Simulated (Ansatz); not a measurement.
# ScB+ (doublet): the correlation ladder, def2-SVP

Aim: climb from Hartree-Fock through coupled cluster for ScB+ (doublet) at one geometry and basis, and see what each rung misses.

Computed with Ansatz 0.2.0, Gaussian basis. Level: def2-SVP, core rule «outside noble gas», up to 10 orbitals frozen.

To be run: UHF; CCSD(T) on ROHF; CCSD(T) on UHF; CISD; CCSDT(Q) on ROHF; CCSDT(Q) on UHF; Full CI.

16 further runs of the same task are left out: 6 for a known fault of the program, 2 for a mislabelled method, 2 that didn't finish, 6 set aside as unsound or not needed.

## (1) What is computed

The geometry is a PBE0/def2-TZVP stationary point (not a proven minimum) of the parent state, kept for this charge and spin.

2 atoms, charge 1, spin multiplicity 2.

Atoms are counted from 1 here; the program's logs count them from 0.

Bond lengths: Sc1–B2 2.250 Å.

In the tables R marks a restricted open-shell determinant and U an unrestricted one; energies count from the table's Hartree-Fock row.

## (2) UHF

The input, in.yaml:

```yaml
crystal:
  periodic: [false, false, false]
  atoms:
    - {symbol: Sc, position_ang: [0.000000, 0.000000, 0.000000]}
    - {symbol: B, position_ang: [0.000000, 0.000000, 2.249600]}
basis:
  gaussian: {orbitals: def2-SVP}
total_charge: 1
magnetization: {spin_polarized: true, initial_magnetization: 1}
hamiltonian: {xc: hf}
output: {orbitals: {seedname: orbitals}}
```

Started as:

```bash
$ ansatz run in.yaml --threads 1 --pin off --events-out ev --progress --plain --max-ram 2393MiB
```

The program printed, shortened:

```text
Functional definition: HF
  name "HF"
  cite "Fock, Z. Phys. 61, 126 (1930) doi:10.1007/BF01340294"
  parent pbe
[...]
492 factors; integrals over basis functions are off by at most 1.1e-3 eV
[...]
mean field -21332.32664291 eV, -783.9485445566 hartree, gradient 1.7e-6 eV, S^2 1.757341; 29 other end points of the search recorded, 0 dependent functions left out
reference -21332.32664291 eV, -783.9485445566 hartree; 13, 12 occupied and 32, 33 virtual orbitals, 492 factors
Total energy: -21332.32664291 eV, -783.9485445566 hartree
```

It took 11 s on 1 thread of AMD EPYC 7R43, shared host.

From the report: ⟨S²⟩ of the determinant 1.757 (pure doublet: 0.75). The determinant is far from a pure spin state, so its energy mixes those of several spin states (harmless only where they are near-degenerate, as at dissociation).

## (3) CCSD(T) on ROHF

The input, in.yaml:

```yaml
crystal:
  periodic: [false, false, false]
  atoms:
    - {symbol: Sc, position_ang: [0.000000, 0.000000, 0.000000]}
    - {symbol: B, position_ang: [0.000000, 0.000000, 2.249600]}
basis:
  gaussian: {orbitals: def2-SVP}
total_charge: 1
magnetization: {spin_polarized: false, initial_magnetization: 1}
correlation: {method: ccsd_t, electrons: outside_noble_gas}
output: {forces: true}
```

Same command.

The program printed, shortened:

```text
Functional definition: HF
  name "HF"
  cite "Fock, Z. Phys. 61, 126 (1930) doi:10.1007/BF01340294"
  parent pbe
[...]
492 factors; integrals over basis functions are off by at most 1.1e-3 eV
[...]
mean field -21330.79513848 eV, -783.8922628067 hartree, gradient 2.0e-6 eV, S^2 0.750000; 42 other end points of the search recorded, 0 dependent functions left out
[...]
determinant -21330.79513848 eV, -783.8922628067 hartree, with singles and doubles -21334.21073941 eV, -784.0177838259 hartree
determinant -21330.75894504 eV, -783.8909327225 hartree, with singles and doubles -21334.27391251 eV, -784.0201053943 hartree
determinant -21330.73082447 eV, -783.8898993107 hartree, with singles and doubles -21333.73117791 eV, -784.0001602660 hartree
determinant -21330.71617140 eV, -783.8893608202 hartree, with singles and doubles -21333.72444228 eV, -783.9999127361 hartree
[...]
determinant -21330.22141718 eV, -783.8711789379 hartree, with singles and doubles -21334.25912968 eV, -784.0195621356 hartree
unrestricted determinant -21332.32664291 eV, -783.9485445566 hartree, S^2 1.7573
10 core orbitals not correlated: weight in the atoms' cores, before any rotation towards them, 0.999 or more for the frozen orbitals, at most 0.000 for the correlated occupied ones
reference -21330.75894504 eV, -783.8909327225 hartree; 3, 2 occupied and 32, 33 virtual orbitals, 492 factors
second order -2.34558809 eV of doubles, -0.04378514 eV of singles
cycle   1  -3.52295325 eV  change   -3.5e-6 eV  update   5.8e-6
[...]
cycle   7  -3.52296266 eV  change    1.0e-7 eV  update   4.5e-7
perturbative correction -0.22993878 eV, -0.0084500943 hartree
[...]
Total energy: -21334.51184648 eV, -784.0288493066 hartree
Atom 0 at     0.000000     0.000000     0.000000 Å, force    -0.000000     0.000000    -0.032537 eV/Å
Atom 1 at     0.000000     0.000000     2.249600 Å, force    -0.000000    -0.000000     0.032537 eV/Å
Dipole moment:     0.000000     0.000000    -1.161846 e Å
```

It took 56 s on 1 thread of AMD EPYC 7R43, shared host.

From the report: correlation -3.7529 eV; T1 0.101; largest double amplitude 0.24.

## (4) CCSD(T) on UHF

Edit in.yaml of step 3 so:

```diff
@@ -8,3 +8,3 @@
 total_charge: 1
-magnetization: {spin_polarized: false, initial_magnetization: 1}
+magnetization: {spin_polarized: true, initial_magnetization: 1}
 correlation: {method: ccsd_t, electrons: outside_noble_gas}
```

Same command.

The program printed, shortened:

```text
Functional definition: HF
  name "HF"
  cite "Fock, Z. Phys. 61, 126 (1930) doi:10.1007/BF01340294"
  parent pbe
[...]
492 factors; integrals over basis functions are off by at most 1.1e-3 eV
[...]
mean field -21332.32664291 eV, -783.9485445566 hartree, gradient 1.8e-6 eV, S^2 1.757341; 93 other end points of the search recorded, 0 dependent functions left out
determinant -21332.32664291 eV, -783.9485445566 hartree, with singles and doubles -21334.36245045 eV, -784.0233591037 hartree
determinant -21332.32545607 eV, -783.9485009410 hartree, with singles and doubles -21334.32932006 eV, -784.0221415844 hartree
determinant -21332.30366800 eV, -783.9477002443 hartree, with singles and doubles -21334.28793714 eV, -784.0206207902 hartree
determinant -21332.29974856 eV, -783.9475562076 hartree, with singles and doubles -21334.55114804 eV, -784.0302936122 hartree
[...]
10 core orbitals not correlated: weight in the atoms' cores, before any rotation towards them, 0.999 or more for the frozen orbitals, at most 0.000 for the correlated occupied ones
reference -21331.59374625 eV, -783.9216111010 hartree; 3, 2 occupied and 32, 33 virtual orbitals, 492 factors
second order -1.98209999 eV of doubles, -0.00000000 eV of singles
cycle   1  -3.04049650 eV  change   -4.0e-6 eV  update   1.7e-5
[...]
cycle   9  -3.04050119 eV  change    3.7e-7 eV  update   5.4e-7
perturbative correction -0.22739947 eV, -0.0083567764 hartree
WARN: the results are in doubt because among natural orbitals full CI differs from the method by +0.387 eV
[...]
Total energy: -21334.86164691 eV, -784.0417042352 hartree
Atom 0 at     0.000000     0.000000     0.000000 Å, force     0.000000    -0.000001     0.362322 eV/Å
Atom 1 at     0.000000     0.000000     2.249600 Å, force    -0.000000     0.000001    -0.362322 eV/Å
Dipole moment:     0.000000    -0.000000    -1.115895 e Å
In doubt: among natural orbitals full CI differs from the method by +0.387 eV
```

Run time: 95 s. Hardware: 1 thread of AMD EPYC 7R43, shared host.

From the report: ⟨S²⟩ of the determinant 1.764 (pure doublet: 0.75); correlation -3.2679 eV; T1 0.095; largest double amplitude 0.20. The determinant is far from a pure spin state, so its energy mixes those of several spin states (harmless only where they are near-degenerate, as at dissociation). Mind the lines of doubt at the end of the log.

## (5) CISD

The input, in.yaml:

```yaml
crystal:
  periodic: [false, false, false]
  atoms:
    - {symbol: Sc, position_ang: [0.000000, 0.000000, 0.000000]}
    - {symbol: B, position_ang: [0.000000, 0.000000, 2.249600]}
basis:
  gaussian: {orbitals: def2-SVP}
total_charge: 1
magnetization: {spin_polarized: false, initial_magnetization: 1}
correlation: {active_space: {ras: {orbitals: [2, 1, 32], electrons: 5, max_holes: 2, max_particles: 2}, fixed_orbitals: true}}
```

Same command.

The program printed, shortened:

```text
Functional definition: HF
  name "HF"
  cite "Fock, Z. Phys. 61, 126 (1930) doi:10.1007/BF01340294"
  parent pbe
[...]
492 factors; integrals over basis functions are off by at most 1.1e-3 eV
[...]
mean field -21330.79513848 eV, -783.8922628067 hartree, gradient 4.3e-6 eV, S^2 0.750000; 28 other end points of the search recorded, 0 dependent functions left out
reference -21330.79513848 eV, -783.8922628067 hartree; 13, 12 occupied and 32, 33 virtual orbitals, 492 factors
state -21334.01441387 eV, -784.0105689955 hartree
Total energy: -21334.01441387 eV, -784.0105689955 hartree
```

It took 7.5 s on 1 thread of AMD EPYC 7R43, shared host.

From the report: 6,099 determinants.

## (6) CCSDT(Q) on ROHF

Edit in.yaml of step 5 so:

```diff
@@ -9,2 +9,2 @@
 magnetization: {spin_polarized: false, initial_magnetization: 1}
-correlation: {active_space: {ras: {orbitals: [2, 1, 32], electrons: 5, max_holes: 2, max_particles: 2}, fixed_orbitals: true}}
+correlation: {method: ccsdt_q, electrons: outside_noble_gas}
```

Same command.

The program printed, shortened:

```text
Functional definition: HF
  name "HF"
  cite "Fock, Z. Phys. 61, 126 (1930) doi:10.1007/BF01340294"
  parent pbe
[...]
847 factors; integrals over basis functions are off by at most 1.2e-7 eV
[...]
mean field -21330.79514442 eV, -783.8922630252 hartree, gradient 2.6e-6 eV, S^2 0.750000; 41 other end points of the search recorded, 0 dependent functions left out
[...]
determinant -21330.79514442 eV, -783.8922630252 hartree, with singles and doubles -21334.21075825 eV, -784.0177845182 hartree
determinant -21330.75894963 eV, -783.8909328914 hartree, with singles and doubles -21334.27393128 eV, -784.0201060844 hartree
determinant -21330.73083432 eV, -783.8898996727 hartree, with singles and doubles -21333.73120372 eV, -784.0001612142 hartree
determinant -21330.71618074 eV, -783.8893611634 hartree, with singles and doubles -21333.72447129 eV, -783.9999138021 hartree
[...]
determinant -21330.53581720 eV, -783.8827329256 hartree, with singles and doubles -21334.06653385 eV, -784.0124843692 hartree
determinant -21330.33228773 eV, -783.8752533557 hartree, with singles and doubles -21334.13888698 eV, -784.0151432978 hartree
determinant -21330.22142278 eV, -783.8711791438 hartree, with singles and doubles -21334.25914990 eV, -784.0195628785 hartree
unrestricted determinant -21332.32665733 eV, -783.9485450864 hartree, S^2 1.7573
10 core orbitals not correlated: weight in the atoms' cores, before any rotation towards them, 0.999 or more for the frozen orbitals, at most 0.000 for the correlated occupied ones
reference -21330.75894963 eV, -783.8909328914 hartree; 3, 2 occupied and 32, 33 virtual orbitals, 847 factors
second order -2.34561807 eV of doubles, -0.04378537 eV of singles
cycle   1  -2.89215116 eV  change   -5.0e-1 eV  update   1.3e-1
[...]
cycle  61  -3.84398910 eV  change    1.7e-8 eV  update   1.8e-7
perturbative correction -0.03379882 eV, -0.0012420837 hartree
Total energy: -21334.63673755 eV, -784.0334389689 hartree
```

Wall time 1.7 min (1 thread of AMD EPYC 7R43, shared host).

From the report: correlation -3.8778 eV; T1 0.101; largest double amplitude 0.26.

## (7) CCSDT(Q) on UHF

Edit in.yaml of step 6 so:

```diff
@@ -8,3 +8,3 @@
 total_charge: 1
-magnetization: {spin_polarized: false, initial_magnetization: 1}
+magnetization: {spin_polarized: true, initial_magnetization: 1}
 correlation: {method: ccsdt_q, electrons: outside_noble_gas}
```

The command is unchanged.

The program printed, shortened:

```text
Functional definition: HF
  name "HF"
  cite "Fock, Z. Phys. 61, 126 (1930) doi:10.1007/BF01340294"
  parent pbe
[...]
847 factors; integrals over basis functions are off by at most 1.2e-7 eV
[...]
mean field -21332.32665733 eV, -783.9485450864 hartree, gradient 1.8e-6 eV, S^2 1.757342; 93 other end points of the search recorded, 0 dependent functions left out
determinant -21332.32665733 eV, -783.9485450864 hartree, with singles and doubles -21334.36184529 eV, -784.0233368645 hartree
determinant -21332.32547040 eV, -783.9485014676 hartree, with singles and doubles -21334.32930510 eV, -784.0221410347 hartree
determinant -21332.30368289 eV, -783.9477007915 hartree, with singles and doubles -21334.28674205 eV, -784.0205768712 hartree
determinant -21332.29976280 eV, -783.9475567308 hartree, with singles and doubles -21334.55201360 eV, -784.0303254209 hartree
[...]
determinant -21331.65572015 eV, -783.9238886000 hartree, with singles and doubles -21334.30515023 eV, -784.0212533596 hartree
determinant -21331.59375592 eV, -783.9216114566 hartree, with singles and doubles -21334.63425978 eV, -784.0333479123 hartree
[...]
10 core orbitals not correlated: weight in the atoms' cores, before any rotation towards them, 0.999 or more for the frozen orbitals, at most 0.000 for the correlated occupied ones
reference -21331.59375593 eV, -783.9216114568 hartree; 3, 2 occupied and 32, 33 virtual orbitals, 847 factors
second order -1.98211287 eV of doubles, -0.00000000 eV of singles
cycle   1  -2.45526168 eV  change   -4.7e-1 eV  update   1.1e-1
[...]
cycle  10  -3.52930448 eV  change   -4.5e-8 eV  update   4.2e-8
perturbative correction -0.11116819 eV, -0.0040853558 hartree
WARN: the results are in doubt because among natural orbitals full CI differs from the method by +0.740 eV
Total energy: -21335.23422861 eV, -784.0553963601 hartree
In doubt: among natural orbitals full CI differs from the method by +0.740 eV
```

Run time: 2.9 min. Hardware: 1 thread of AMD EPYC 7R43, shared host.

From the report: ⟨S²⟩ of the determinant 1.764 (pure doublet: 0.75); correlation -3.6405 eV; T1 0.097; largest double amplitude 0.44. The determinant is far from a pure spin state, so its energy mixes those of several spin states (harmless only where they are near-degenerate, as at dissociation). Mind the lines of doubt at the end of the log.

## (8) Full CI

Edit in.yaml of step 7 so:

```diff
@@ -8,3 +8,3 @@
 total_charge: 1
-magnetization: {spin_polarized: true, initial_magnetization: 1}
-correlation: {method: ccsdt_q, electrons: outside_noble_gas}
+magnetization: {spin_polarized: false, initial_magnetization: 1}
+correlation: {method: fci, electrons: outside_noble_gas}
```

Same command.

The program printed, shortened:

```text
Functional definition: HF
  name "HF"
  cite "Fock, Z. Phys. 61, 126 (1930) doi:10.1007/BF01340294"
  parent pbe
[...]
847 factors; integrals over basis functions are off by at most 1.2e-7 eV
[...]
mean field -21330.79514442 eV, -783.8922630252 hartree, gradient 4.6e-6 eV, S^2 0.750000; 28 other end points of the search recorded, 0 dependent functions left out
[...]
determinant -21330.75894963 eV, -783.8909328914 hartree, with singles and doubles -21334.28146850 eV, -784.0203830720 hartree
determinant -21330.70204711 eV, -783.8888417622 hartree, with singles and doubles -21333.82617654 eV, -784.0036514012 hartree
determinant -21330.68237653 eV, -783.8881188818 hartree, with singles and doubles -21333.51122581 eV, -783.9920771754 hartree
determinant -21330.53581720 eV, -783.8827329256 hartree, with singles and doubles -21333.98858852 eV, -784.0096199313 hartree
[...]
determinant -21330.33228773 eV, -783.8752533557 hartree, with singles and doubles -21334.13785435 eV, -784.0151053492 hartree
determinant -21330.70204711 eV, -783.8888417622 hartree, with singles and doubles -21333.81521217 eV, -784.0032484678 hartree
determinant -21330.68237653 eV, -783.8881188818 hartree, with singles and doubles -21333.48622688 eV, -783.9911584817 hartree
determinant -21330.46389502 eV, -783.8800898341 hartree, with singles and doubles -21333.48876347 eV, -783.9912516994 hartree
determinant -21330.70204711 eV, -783.8888417622 hartree, with no singles and doubles
unrestricted determinant -21332.00887096 eV, -783.9368666530 hartree, S^2 1.8055
10 core orbitals not correlated: weight in the atoms' cores, before any rotation towards them, 0.999 or more for the frozen orbitals, at most 0.000 for the correlated occupied ones
reference -21330.75894963 eV, -783.8909328914 hartree; 3, 2 occupied and 32, 33 virtual orbitals, 847 factors
state -21334.65586157 eV, -784.0341417635 hartree
Total energy: -21334.65586157 eV, -784.0341417635 hartree
```

It took 81 s on 1 thread of AMD EPYC 7R43, shared host; peak memory 0.28 GiB.

From the report: 974,431 determinants, symmetry A1.

## (9) How many determinants matter

Natural occupations of the FCI state about the gap (report; correlated orbitals 1 to 10): 1.903, 1.202, 0.952, 0.535, 0.186, 0.087, 0.045, 0.020, 0.015, 0.009. The count of effectively unpaired electrons, Σ n²(2 − n)², is 2.72; a single determinant of this spin has 1.

## (10) All levels against the top one

The yardstick is full CI for this spin, exact in this basis with these frozen cores. Rows without a time come out of other runs: HF, MP2 and CCSD of CCSD(T), CCSDT of CCSDT(Q). The times of RCCSD(T) include forces.

Differences are taken before rounding.

```tsv
method	energy from the lowest RHF (meV)	from FCI (meV)	time
RHF	0.0	+3860.7	
RMP2	-2353.2	+1507.5	
CISD	-3219.3	+641.4	7.5 s
RCCSD	-3486.8	+374.0	
RCCSD(T)	-3716.7	+144.0	56 s
RCCSDT	-3807.8	+52.9	
RCCSDT(Q)	-3841.6	+19.1	1.7 min
FCI	-3860.7	0	81 s
```

Left out of the table: UHF, UMP2, UCCSD, UCCSD(T), UCCSDT, UCCSDT(Q) (another determinant or state than the rows shown).

## (11) What came out

| quantity | value |
| --- | --- |
| FCI below the RHF energy | -3.8607 eV |
| RMP2 from FCI | +1507.5 meV |
| RCCSD from FCI | +374.0 meV |
| RCCSD(T) from FCI | +144.0 meV |
| RCCSDT(Q) from FCI | +19.1 meV |
| levels within 1 kcal/mol (43 meV) | RCCSDT(Q) |
| T1 diagnostic | 0.101 |
| effectively unpaired electrons | 2.72 |

In words: RCCSD(T) lands +144.0 meV from the yardstick (3.7 % of the correlation energy). With 2.7 effectively unpaired electrons against 1 the state is strongly multireference. Coupled cluster took another determinant than the lowest Hartree-Fock one. These misses are within one basis, not against nature.
